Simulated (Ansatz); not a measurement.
# C₂H₅BBrInO: how energies converge with the basis set

How large a basis does C₂H₅BBrInO need? Two functionals are run in growing sets.

The runs use Ansatz 0.2.0, Gaussian basis; one geometry, several basis sets.

Levels to be run: PBE0-D4/def2-SVP; ωB97M-V/def2-SVP; PBE0-D4/def2-QZVPP; ωB97M-V/def2-QZVPP; the functionals' def2-TZVPP values are taken from earlier runs.

## (1) The geometry

All runs share one geometry, relaxed beforehand with PBE0-D4 in a triple-zeta def2 set. In takes the def2 core potential; no spin-orbit term is included.

SMILES `B[O][In]([Br])[CH]=C`, 11 atoms, charge 0, spin multiplicity 1.

Atoms are counted from 1 here; the program's logs count them from 0.

Bond lengths: B1–O2 1.335 Å, B1–H7 1.216 Å, B1–H8 1.205 Å, O2–In3 2.006 Å, In3–Br4 2.452 Å, In3–C5 2.108 Å, C5–C6 1.328 Å, C5–H9 1.086 Å, C6–H10 1.085 Å, C6–H11 1.088 Å. Angles: O2–B1–H7 121.4°, O2–B1–H8 119.0°, H7–B1–H8 119.6°, B1–O2–In3 124.4°, O2–In3–Br4 109.5°, O2–In3–C5 122.7°, Br4–In3–C5 127.8°, In3–C5–C6 121.8°, In3–C5–H9 118.1°, C6–C5–H9 120.1°, C5–C6–H10 122.9°, C5–C6–H11 121.2°, H10–C6–H11 115.9°.

## (2) PBE0-D4 in def2-SVP

The input, in.yaml:

```yaml
crystal:
  periodic: [false, false, false]
  atoms:
    - {symbol: B, position_ang: [-1.512094, -1.131775, 1.370473]}
    - {symbol: O, position_ang: [-1.259368, -1.566393, 0.133269]}
    - {symbol: In, position_ang: [-0.399303, -0.460628, -1.302509]}
    - {symbol: Br, position_ang: [-1.337222, -1.079545, -3.481766]}
    - {symbol: C, position_ang: [1.130570, 0.934146, -0.904709]}
    - {symbol: C, position_ang: [1.561990, 1.166332, 0.330043]}
    - {symbol: H, position_ang: [-1.270483, 0.013396, 1.701334]}
    - {symbol: H, position_ang: [-1.989937, -1.894761, 2.171885]}
    - {symbol: H, position_ang: [1.567965, 1.467263, -1.743765]}
    - {symbol: H, position_ang: [1.153258, 0.665609, 1.201993]}
    - {symbol: H, position_ang: [2.354615, 1.886357, 0.523753]}
basis:
  gaussian: {orbitals: def2-SVP}
hamiltonian: {xc: pbe0, dispersion: d4}
output: {orbitals: {seedname: orbitals}}
```

Run with:

```bash
$ ansatz run in.yaml --threads 4 --pin off --events-out ev --progress --plain --max-ram 10444MiB
```

Further steps of the session: ωB97M-V in def2-SVP; PBE0-D4 in def2-QZVPP; ωB97M-V in def2-QZVPP.

Q: Predict the results of all the runs planned. Wanted: PBE0-D4: double and triple zeta above quadruple; ωB97M-V: double and triple zeta above quadruple.

**Answer**, as computed:

| quantity | value |
| --- | --- |
| PBE0-D4: double and triple zeta above quadruple | 16.12, 1.76 eV |
| ωB97M-V: double and triple zeta above quadruple | 16.24, 1.69 eV |

What this shows: For PBE0-D4 the step from double to triple zeta gains 14.36 eV and the next only 1.76 eV. These are total energies; as a rule much of such shifts cancels in differences, which this series doesn't test.
